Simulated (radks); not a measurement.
# The first electron to leave Dy¹⁰⁺

Aim: remove one electron from each of the outer sub-shells of Dy¹⁰⁺ ([Kr] 4d10 4f7 5s2 5p1) in turn, let the ion relax, and find the cheapest removal. The parent's configuration is the lowest that an earlier search found at this level.

Program: radks (a radial shooting solver on a logarithmic mesh, Libxc functionals) version 1. Level of theory: non-relativistic Kohn-Sham, PBE, spin-polarised, spherical densities, point nucleus; open shells are filled with parallel spins first. These are calculated values, not measurements, unless marked.

5 further runs of the same task are left out: 1 that didn't finish, 4 set aside as unsound or not needed.

### Step 1. What is computed

* element: dysprosium (Z = 66)
* charge: +10
* electrons: 56
* configuration: [Kr] 4d10 4f7 5s2 5p1

The outer shells:

Dy¹⁰⁺
```
[Kr] core
4d [↑↓][↑↓][↑↓][↑↓][↑↓]
4f [↑ ][↑ ][↑ ][↑ ][↑ ][↑ ][↑ ]
5s [↑↓]
5p [↑ ][  ][  ]
```

### Step 2. The parent, Dy¹⁰⁺

The parent was computed earlier with the same settings: E = -11616.123157 hartree. Its outer levels (eV):

```
  level  occupation  energy (eV)
  4d up           5      -333.76
4d down           5      -326.18
  5s up           1      -190.94
5s down           1      -185.89
  4f up           7      -181.31
4f down           0      -173.69
  5p up           1      -168.10
5p down           0      -163.43
```

### Step 3. Remove 5p: [Kr] 4d10 4f7 5s2

Input:

```text
Z 66
configuration [Kr] 4d10 4f7 5s2
relativity non-relativistic
functional pbe,pbe
spin polarised
nucleus point
```

### Step 4. Remove 4f: [Kr] 4d10 4f6 5s2 5p1

Input:

```text
Z 66
configuration [Kr] 4d10 4f6 5s2 5p1
relativity non-relativistic
functional pbe,pbe
spin polarised
nucleus point
```

### Step 5. Remove 5s: [Kr] 4d10 4f7 5s1 5p1

Input:

```text
Z 66
configuration [Kr] 4d10 4f7 5s1 5p1
relativity non-relativistic
functional pbe,pbe
spin polarised
nucleus point
```

### Step 6. Remove 4d: [Kr] 4d9 4f7 5s2 5p1

Input:

```text
Z 66
configuration [Kr] 4d9 4f7 5s2 5p1
relativity non-relativistic
functional pbe,pbe
spin polarised
nucleus point
```

Q: Predict the outcome of this session. Wanted: for each run, case; final configuration; Δ-SCF; −ε of the level emptied.

As calculated:

| case | final configuration | Δ-SCF (eV) | −ε of the level emptied (eV) |
| --- | --- | --- | --- |
| remove 5p | [Kr] 4d10 4f7 5s2 | 176.51 | 168.10 |
| remove 5s | [Kr] 4d10 4f7 5s1 5p1 | 194.45 | 185.89 |
| remove 4f | [Kr] 4d10 4f6 5s2 5p1 | 195.92 | 181.31 |
| remove 4d | [Kr] 4d9 4f7 5s2 5p1 | 341.37 | 326.18 |

What this shows: Removal from 5p costs least (176.51 eV), ahead of 5s (194.45 eV). 5p is also the highest occupied level of the parent. NIST lists 192 eV (theoretical); its ground configuration differs from the one found lowest here for the parent. Relativity is left out here, which matters for elements this heavy. Open shells are spherical and high-spin; term and fine-structure splittings are not resolved.
